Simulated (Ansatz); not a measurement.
# Mo3Se4: a single-point run

Wanted: field gradients for Mo3Se4.

Method: DFT, PBE, plane-wave PAW, default files, scalar-relativistic, in Ansatz 0.2.0.

## Step 1: The system as given

It takes space group R-3 (No. 148, trigonal). Conventional cell: a = 9.545 Å, b = 9.545 Å, c = 11.210 Å, α = 90.00°, β = 90.00°, γ = 120.00°. Mo (site symmetry 1) has 5 Se at 2.55 to 2.60 Å and 4 Mo at 2.68 to 2.84 Å as nearest neighbours. Around Se (site symmetry 1) lie 4 Mo at 2.55 to 2.60 Å. Around Se (site symmetry 3) lie 3 Mo at 2.55 Å.

Coordinates:

```xyz
14
Lattice="4.7725 2.7554 3.7367 -4.7725 2.7554 3.7367 0.0000 -5.5108 3.7367" Properties=species:S:1:pos:R:3 pbc="T T T"
Mo   -0.9063   -1.2573    4.4167
Mo    1.5420   -0.1562    4.4167
Mo   -0.6357    1.4135    4.4167
Mo    0.9063    1.2573    6.7933
Mo   -1.5420    0.1562    6.7933
Mo    0.6357   -1.4135    6.7933
Se    1.2017   -2.7080    4.6757
Se    1.7443    2.3947    4.6757
Se   -2.9461    0.3133    4.6757
Se   -1.2017    2.7080    6.5343
Se   -1.7443   -2.3947    6.5343
Se    2.9461   -0.3133    6.5343
Se    0.0000    0.0000    2.3956
Se    0.0000    0.0000    8.8144
```

## Step 2: The calculation

Input file input.yaml:

```yaml
crystal:
  lattice:
    - [4.7724994633, 2.7554038498, 3.73667]
    - [-4.7724994633, 2.7554038498, 3.73667]
    - [0.0, -5.5108076996, 3.73667]
  atoms:
    - { symbol: Mo, position: [0.223, 0.4129, 0.5461] }
    - { symbol: Mo, position: [0.5461, 0.223, 0.4129] }
    - { symbol: Mo, position: [0.4129, 0.5461, 0.223] }
    - { symbol: Mo, position: [0.777, 0.5871, 0.4539] }
    - { symbol: Mo, position: [0.4539, 0.777, 0.5871] }
    - { symbol: Mo, position: [0.5871, 0.4539, 0.777] }
    - { symbol: Se, position: [0.3792, 0.1274, 0.7447] }
    - { symbol: Se, position: [0.7447, 0.3792, 0.1274] }
    - { symbol: Se, position: [0.1274, 0.7447, 0.3792] }
    - { symbol: Se, position: [0.6208, 0.8726, 0.2553] }
    - { symbol: Se, position: [0.2553, 0.6208, 0.8726] }
    - { symbol: Se, position: [0.8726, 0.2553, 0.6208] }
    - { symbol: Se, position: [0.2137, 0.2137, 0.2137] }
    - { symbol: Se, position: [0.7863, 0.7863, 0.7863] }
kpoints:
  mp_grid: { grid: [1, 1, 1] }
scf:
  occupations: { method: fermi_dirac, width: 0.05 }
  max_iter: 80
hamiltonian:
  xc: pbe
  pseudopotentials: { kind: paw }
output:
  forces: true
  stress: true
  populations: true
  efg: { quadrupole_moments_barn: { Mo: -0.022 }, contact_densities: true }
```

Launch:

```
> ansatz run input.yaml --threads 4 --pin off --max-ram 8192MiB --backend cpu --events-out ev --progress --plain --runs-dir out
```

Q: Will this input give a usable result? If not, why, and what should change?

The program finished normally, with warnings (gradients without spin orbit). That alone doesn't make the input a sound one.

Look at the input: kpoints.mp_grid.grid is [1, 1, 1]. The zone is sampled at a single point, which suits only large cells or molecules.

Run again and compare: set kpoints.mp_grid.grid to [5, 5, 5].
